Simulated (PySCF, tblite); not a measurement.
# C7H11ClO: geometry, infrared bands and NMR shifts

Wanted: the infrared bands and NMR shifts of C7H11ClO (`C=C[C@H](C(=O)Cl)C(C)C`), by calculation.

Computed with tblite 0.8.0 and PySCF 2.14.0, with density-fitted response routines of our own, on a single molecule in the gas phase. Atoms are numbered from 0 throughout.

## 1. Starting geometry

20 atoms, charge 0, multiplicity 1; geometry from: force field or distance geometry start.

Bonds of the start (Å): C0–C1 1.35, C1–C2 1.49, C2–C3 1.54, C3–O4 1.24, C3–Cl5 1.73, C2–C6 1.56, C6–C7 1.53, C6–C8 1.53, C0–H9 1.08, C0–H10 1.08, C1–H11 1.10, C2–H12 1.09, C6–H13 1.10, C7–H14 1.09, C7–H15 1.09, C7–H16 1.10, C8–H17 1.09, C8–H18 1.10, C8–H19 1.09.

## 2. Geometry optimisation with GFN2-xTB

What the job is given:

```
{"job": {"kind": "relax", "xc": "GFN2-xTB", "basis": "xTB"}, "charge": 0, "multiplicity": 1}
C      2.400900    -1.294200     0.533800
C      1.397000    -0.473000     0.914700
C      0.581700     0.367400    -0.014400
C      0.865900     1.844100     0.330900
O      0.487100     2.342600     1.401100
Cl     1.779900     2.655400    -0.899000
C     -0.945800     0.079300     0.088400
C     -1.258800    -1.396900    -0.164300
C     -1.743500     0.932800    -0.893100
H      2.666100    -1.405200    -0.504500
H      2.948600    -1.872900     1.262300
H      1.165300    -0.406800     1.989000
H      0.879200     0.181300    -1.043000
H     -1.290400     0.320300     1.102000
H     -0.813900    -2.040800     0.589600
H     -0.904800    -1.716100    -1.140400
H     -2.344800    -1.574100    -0.132300
H     -1.630200     1.998000    -0.684200
H     -2.818700     0.713200    -0.819300
H     -1.426000     0.756100    -1.920600
```

Run with:

```console
$ OMP_NUM_THREADS=1 python probes_run.py task.json out
```

This one command runs all jobs of the session in turn.

**Question.** This job is followed by: GFN2-xTB harmonic vibrations, gas phase; GIAO PBE0/pcSseg-1 NMR shielding, non-relativistic, gas phase. What will the session give for the following? strongest single infrared mode (GFN2-xTB); zero-point energy (GFN2-xTB); ¹³C shifts against TMS (PBE0/pcSseg-1); ¹H shifts against TMS (PBE0/pcSseg-1, means over atoms taken as alike); ¹⁷O shifts against H2O (PBE0/pcSseg-1); ³⁵Cl shifts against HCl (PBE0/pcSseg-1).

The runs gave:

| quantity | value |
| --- | --- |
| strongest single infrared mode (GFN2-xTB) | 1829 cm⁻¹, 373 km/mol |
| zero-point energy (GFN2-xTB) | 102.0 kcal/mol |
| ¹³C shifts against TMS (PBE0/pcSseg-1) | 185.7, 144.8, 130.8, 76.5, 34.8, 22.5, 22.2 ppm |
| ¹H shifts against TMS (PBE0/pcSseg-1, means over atoms taken as alike) | 5.85, 5.77, 5.76, 2.92, 2.00, 1.05, 0.90 ppm |
| ¹⁷O shifts against H2O (PBE0/pcSseg-1) | 575.8 ppm |
| ³⁵Cl shifts against HCl (PBE0/pcSseg-1) | 488 ppm |

What this shows: The optimisation took 93 steps and gained 0.268 eV; among the close pairs (by a distance rule), C3–O4 changed most, from 1.240 to 1.184 Å. All 54 modes are real, so the xTB geometry is a minimum. The strongest single mode, at 1829 cm⁻¹, moves mainly C3 and O4. GFN2-xTB is a fitted tight-binding method: band positions and strengths are rough. Its intensities can rank the bands wrongly.
